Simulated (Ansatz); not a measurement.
**Cu: response to strain**

Cu is deformed so: equal xx and yy strain of -3 %. What stress and forces result, by LAPW, PAW and all-electron datasets made for the crystal?

Program: Ansatz 0.2.0. Level of theory: DFT PBEsol, scalar-relativistic. These are calculated values, not measurements.

## Step 1: The system as given

The structure is cubic, space group Fm-3m (No. 225). Conventional cell: a = 3.615 Å, b = 3.615 Å, c = 3.615 Å, α = 90.00°, β = 90.00°, γ = 90.00°. Cu (site symmetry m-3m) has 12 Cu at 2.56 Å as nearest neighbours.

As a file:

```cif
data_structure
_symmetry_space_group_name_H-M 'P 1'
_symmetry_Int_Tables_number 1
_cell_length_a 2.5562
_cell_length_b 2.5562
_cell_length_c 2.5562
_cell_angle_alpha 60.000
_cell_angle_beta 60.000
_cell_angle_gamma 60.000
_cell_volume 11.81
loop_
_atom_site_label
_atom_site_type_symbol
_atom_site_fract_x
_atom_site_fract_y
_atom_site_fract_z
_atom_site_occupancy
Cu1 Cu 0.00000 0.00000 0.00000 1
```

## Step 2: The deformed structure

Space group Fm-3m before, I4/mmm after.

## Step 3: All-electron LAPW

input.yaml

```yaml
crystal:
  lattice:
    - [0.0, 1.753275, 1.8075]
    - [1.753275, 0.0, 1.8075]
    - [1.753275, 1.753275, 0.0]
  atoms:
    - { symbol: Cu, position: [0.0, 0.0, 0.0] }
kpoints:
  mp_grid: { grid: [19, 19, 19] }
  band_path:
    path:
      - [0.0, 0.0, 0.0]
      - [0.0, 0.5, 0.5]
      - [0.25, 0.75, 0.5]
      - [0.0, 0.5, 0.0]
      - [0.0, 0.0, 0.0]
      - [0.5, 0.5, 0.0]
      - [0.3676125, 0.6323875, 0.0]
      - [-0.3676125, 0.3676125, 0.0]
      - [0.0, 0.0, 0.0]
    npoints: 5
scf:
  occupations: { method: fermi_dirac, width: 0.08 }
hamiltonian:
  xc: pbesol
  pseudopotentials: { kind: all_electron, lapw: { basis_error: 0.00025 } }
output:
  forces: true
  stress: true
  eigenvalues: true
```

Run with:

```sh
ansatz run input.yaml --threads 1 --pin off --max-ram 3072MiB --backend cpu --events-out ev --progress --plain --runs-dir out
```

## Step 4: PAW with frozen cores

input.yaml

```yaml
crystal:
  lattice:
    - [0.0, 1.753275, 1.8075]
    - [1.753275, 0.0, 1.8075]
    - [1.753275, 1.753275, 0.0]
  atoms:
    - { symbol: Cu, position: [0.0, 0.0, 0.0] }
kpoints:
  mp_grid: { grid: [19, 19, 19] }
scf:
  occupations: { method: fermi_dirac, width: 0.08 }
hamiltonian:
  xc: pbesol
  pseudopotentials: { kind: paw }
output:
  forces: true
  stress: true
  eigenvalues: true
  efg: { contact_densities: true }
  write_density: true
  write_potential: true
  elf: true
  volumetric_format: npy
```

## Step 5: All-electron PAW on datasets made for the crystal

Edit input.yaml of step 4 so:

```diff
@@ -13,3 +13,3 @@
   xc: pbesol
-  pseudopotentials: { kind: paw }
+  pseudopotentials: { kind: all_electron, datasets: crystal }
 output:
@@ -19,5 +19 @@
   efg: { contact_densities: true }
-  write_density: true
-  write_potential: true
-  elf: true
-  volumetric_format: npy
```

(Steps that only read results are left out.)

**Question.** What will these runs give? Wanted: pressure; largest shear or deviatoric stress.

**Answer**, as computed:

```
                                 quantity                                           value
                                 pressure  LAPW 3.14, PAW 3.15, crystal datasets 3.16 GPa
largest shear or deviatoric stress (LAPW)                                        1.44 GPa
```

**Reading.** The largest part of the stress beyond the pressure is 1.44 GPa in size, in the zz component. No run of the undeformed cell stands beside it, so the pressure holds what the given cell had before the change. PAW: stress within 0.02 GPa of LAPW. Crystal datasets: stress within 0.02 GPa of LAPW.
